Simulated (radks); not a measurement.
# Ga⁶⁺ in [Ar] 3d7: an all-electron calculation

The task here is to estimate one member of a computed series from the others.

Method: scalar-relativistic Kohn-Sham, PBE, spin-polarised, spherical densities, point nucleus; open shells are filled with parallel spins first. Code: radks (a radial shooting solver on a logarithmic mesh, Libxc functionals) version 1.

## The atom as given

| Quantity | Value |
| --- | --- |
| element | gallium (Z = 31) |
| charge | +6 |
| electrons | 25 |
| configuration | [Ar] 3d7 |

The outer shells:

Ga⁶⁺
```
[Ar] core
3d [↑↓][↑↓][↑ ][↑ ][↑ ]
```

Set-up of the first run:

Input:

```text
Z 31
configuration [Ar] 3d7
relativity scalar-relativistic
functional pbe,pbe
spin polarised
nucleus point
c 137.035999084
```

Command:

```
$ python run_ks.py task.json out
```

All runs below come from this command, one after another.

One of the session's tables, all rows but one given; the rest of the session is left out.

It belongs to the step «Shells». Sizes of the orbitals, from the radial functions (bohr):

| level | <r> | outermost maximum (interpolated) | 90 % within | nodes |
| --- | --- | --- | --- | --- |
| 1s down | 0.04860 | 0.0318 | 0.0869 | 0 |
| 1s up | 0.04860 | 0.0318 | 0.0869 | 0 |
| 2s up | 0.2179 | 0.182 | 0.337 | 1 |
| 2s down | 0.2176 | 0.182 | 0.337 | 1 |
| 2p up | 0.1908 | 0.147 | 0.312 | 0 |
| 2p down | 0.1905 | 0.146 | 0.311 | 0 |
| 3s up | 0.6334 | 0.558 | 0.941 | 2 |
| 3s down | 0.6356 | 0.559 | 0.945 | 2 |
| 3p up | 0.6491 | 0.557 | 0.988 | 1 |
| 3p down | 0.6523 | 0.559 | 0.994 | 1 |
| 3d up | 0.6741 | 0.506 | 1.10 | 0 |
| 3d down | ? | ? | ? | ? |

**Question.** Estimate the row for 3d down.

The run gave: <r>: 0.6828; outermost maximum (interpolated): 0.510; 90 % within: 1.12; nodes: 0. In the column «<r>» it is the highest.

To keep in mind: Open shells are spherical and high-spin; term and fine-structure splittings are not resolved.
